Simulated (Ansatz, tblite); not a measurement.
# The cluster Si4H2O9: one state, many levels

How do method and basis change the picture of the cluster Si4H2O9 (singlet)?

The runs use Ansatz 0.2.0, Gaussian basis; as each input shows.

Plan: GFN1-xTB, GFN2-xTB, PBE-D4/def2-TZVP, r2SCAN-D4/def2-TZVP, BHLYP-D4/def2-TZVP, PBE-D4/def2-SVP, PBE0-D4/def2-SVP, HF/STO-3G, MP2/def2-SVP.

2 further runs of the same task are left out: 2 set aside as unsound or not needed.

## Step 1: The structure

The singlet was relaxed beforehand with PBE-D4/def2-SVP. At that level it is the lowest of the isomers that a small search found.

15 atoms, charge 0, spin multiplicity 1.

Bond lengths: Si1–O5 1.744 Å, Si1–O6 1.545 Å, Si1–O11 1.732 Å, Si1–O12 1.872 Å, Si2–Si3 2.580 Å, Si2–O7 1.646 Å, Si2–O12 1.598 Å, Si2–O13 1.640 Å, Si3–O7 1.745 Å, Si3–O9 1.627 Å, Si3–O10 1.671 Å, Si3–O11 1.655 Å, Si4–O8 1.692 Å, Si4–O10 1.689 Å, Si4–O13 1.725 Å, Si4–H14 1.477 Å, O5–O8 1.471 Å, O9–H15 0.974 Å. Angles: O5–Si1–O6 122.2°, O5–Si1–O11 100.7°, O5–Si1–O12 96.7°, O6–Si1–O11 123.4°, O6–Si1–O12 112.4°, O11–Si1–O12 95.3°, Si3–Si2–O7 41.9°, Si3–Si2–O12 111.8°, Si3–Si2–O13 94.7°, O7–Si2–O12 123.1°, O7–Si2–O13 110.4°, O12–Si2–O13 123.2°, Si2–Si3–O7 39.0°, Si2–Si3–O9 151.0°, Si2–Si3–O10 89.7°, Si2–Si3–O11 69.9°, O7–Si3–O9 113.6°, O7–Si3–O10 104.6° and more.

PBE0-D4/def2-TZVP was run before; its log isn't repeated, and its numbers join the tables.

## Step 2: GFN1-xTB

Tight binding, by tblite at 300 K electronic temperature and without a spin-polarisation term:

```python
tblite.interface.Calculator('GFN1-xTB', numbers, positions, charge=0, uhf=0).singlepoint()
```

Energy -1400.7261 eV, HOMO -11.96 eV, LUMO -8.45 eV; 0.077 s.

## Step 3: GFN2-xTB

Tight binding, by tblite at 300 K electronic temperature and without a spin-polarisation term:

```python
tblite.interface.Calculator('GFN2-xTB', numbers, positions, charge=0, uhf=0).singlepoint()
```

Energy -1226.4439 eV, HOMO -12.00 eV, LUMO -8.64 eV; 0.078 s.

## Step 4: PBE-D4/def2-TZVP

start.molden holds the orbitals of an earlier run on this state, given as this run's starting guess.

in.yaml reads:

```yaml
crystal:
  periodic: [false, false, false]
  atoms:
    - {symbol: Si, position_ang: [-1.199560, -1.676782, -0.345739]}
    - {symbol: Si, position_ang: [1.376214, -1.011324, -0.081256]}
    - {symbol: Si, position_ang: [0.278309, 1.137003, -0.995387]}
    - {symbol: Si, position_ang: [0.310236, 0.746990, 1.828217]}
    - {symbol: O, position_ang: [-1.178960, -1.413171, 1.378543]}
    - {symbol: O, position_ang: [-2.226445, -2.611781, -1.022827]}
    - {symbol: O, position_ang: [1.737806, 0.192434, -1.143790]}
    - {symbol: O, position_ang: [-1.190815, -0.032614, 1.886677]}
    - {symbol: O, position_ang: [0.117552, 2.272346, -2.149367]}
    - {symbol: O, position_ang: [0.371826, 1.820432, 0.526058]}
    - {symbol: O, position_ang: [-0.835997, -0.083822, -0.919830]}
    - {symbol: O, position_ang: [0.553211, -2.318089, -0.489979]}
    - {symbol: O, position_ang: [1.482195, -0.463652, 1.460831]}
    - {symbol: H, position_ang: [0.622421, 1.457794, 3.084905]}
    - {symbol: H, position_ang: [-0.217974, 1.984236, -3.017065]}
basis:
  gaussian: {orbitals: def2-TZVP, initial_orbitals: start.molden}
hamiltonian: {xc: pbe, dispersion: d4}
scf: {omitted_lower_state_checks: [starts]}
output: {forces: true, orbitals: {seedname: orbitals}}
```

Launch:

```sh
$ ansatz run in.yaml --threads 6 --pin off --events-out ev --progress --plain --max-ram 7833MiB
```

Further steps of the session: r2SCAN-D4/def2-TZVP; BHLYP-D4/def2-TZVP; PBE-D4/def2-SVP; PBE0-D4/def2-SVP; HF/STO-3G; MP2/def2-SVP.

Before running them: what should the planned runs give, taken together? Wanted: gap in def2-TZVP, named functionals, smallest and largest; correlation energy, MP2/def2-SVP; binding an atom, functionals in def2-TZVP; PBE0 total energy, smallest basis above largest.

**Answer**, as computed:

| quantity | value |
| --- | --- |
| gap in def2-TZVP, named functionals, smallest and largest | 1.48 eV (PBE-D4), 5.68 eV (BHLYP-D4) |
| correlation energy, MP2/def2-SVP | -54.20 eV |
| binding an atom, functionals in def2-TZVP | 4.55 (BHLYP-D4) to 5.04 eV (PBE-D4) |
| PBE0 total energy, smallest basis above largest | 35.27 eV (def2-SVP, def2-TZVP) |

What this shows: Orbital gaps of the named functionals in def2-TZVP span 1.48 eV (PBE-D4) to 5.68 eV (BHLYP-D4); exact exchange widens it.
